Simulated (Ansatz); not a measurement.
# KYC: the cost of one run

Computed with Ansatz 0.2.0 (DFT PBE, scalar-relativistic, plane waves, PAW, unless a step's input says otherwise).

## (1) The structure to begin with

Symmetry: P3m1, No. 156, trigonal system. Conventional cell: a = 3.286 Å, b = 3.286 Å, c = 18.000 Å, α = 90.00°, β = 90.00°, γ = 120.00°. K (site symmetry 3m) has 3 C at 2.45 Å as nearest neighbours. Y (site symmetry 3m) is surrounded by 3 C at 2.61 Å. C (site symmetry 3m) has 3 K at 2.45 Å and 3 Y at 2.61 Å as nearest neighbours.

Coordinates:

```cif
data_structure
_symmetry_space_group_name_H-M 'P 1'
_symmetry_Int_Tables_number 1
_cell_length_a 3.2857
_cell_length_b 3.2857
_cell_length_c 18.0000
_cell_angle_alpha 90.000
_cell_angle_beta 90.000
_cell_angle_gamma 120.000
_cell_volume 168.29
loop_
_atom_site_label
_atom_site_type_symbol
_atom_site_fract_x
_atom_site_fract_y
_atom_site_fract_z
_atom_site_occupancy
K1 K 0.00000 0.00000 0.40714 1
Y1 Y 0.00000 0.00000 0.59286 1
C1 C 0.33333 0.66667 0.49342 1
```

The cell is invented: species swapped into a sheet modelled on a layer of TeWSe, with K on the Se sites, Y on the Te sites and C on the W sites. The dimensions are guesses.

It is a sheet, periodic along a and b, with vacuum along c; volumes and pressures of the box carry no meaning, and space groups named for it are those of the box.

## (2) A first look at the guess

The input, input.yaml:

```yaml
crystal:
  lattice:
    - [3.28568167, 0.0, 0.0]
    - [-1.64284083, 2.84548421, 0.0]
    - [0.0, 0.0, 18.0]
  atoms:
    - { symbol: K, position: [0.0, 0.0, 0.40713664] }
    - { symbol: "Y", position: [0.0, 0.0, 0.59286336] }
    - { symbol: C, position: [0.33333333, 0.66666667, 0.49342464] }
  periodic: [true, true, false]
basis:
  ecutwfc: 420
kpoints:
  mp_grid: { grid: [6, 6, 1] }
hamiltonian:
  xc: pbe
scf:
  occupations: { method: gaussian, width: 0.1 }
  lower_state_search: "off"
output:
  forces: true
  stress: true
  eigenvalues: true
```

Command:

```
$ ansatz run input.yaml --threads 1 --pin off --max-ram 2048MiB --backend cpu --events-out ev --progress --plain --runs-dir out
```

**Question.** How long does this run take on 1 thread of Arm Neoverse V2, shared host, and how much memory does it need?

About 4.1 s, with a peak of 0.4 GiB.
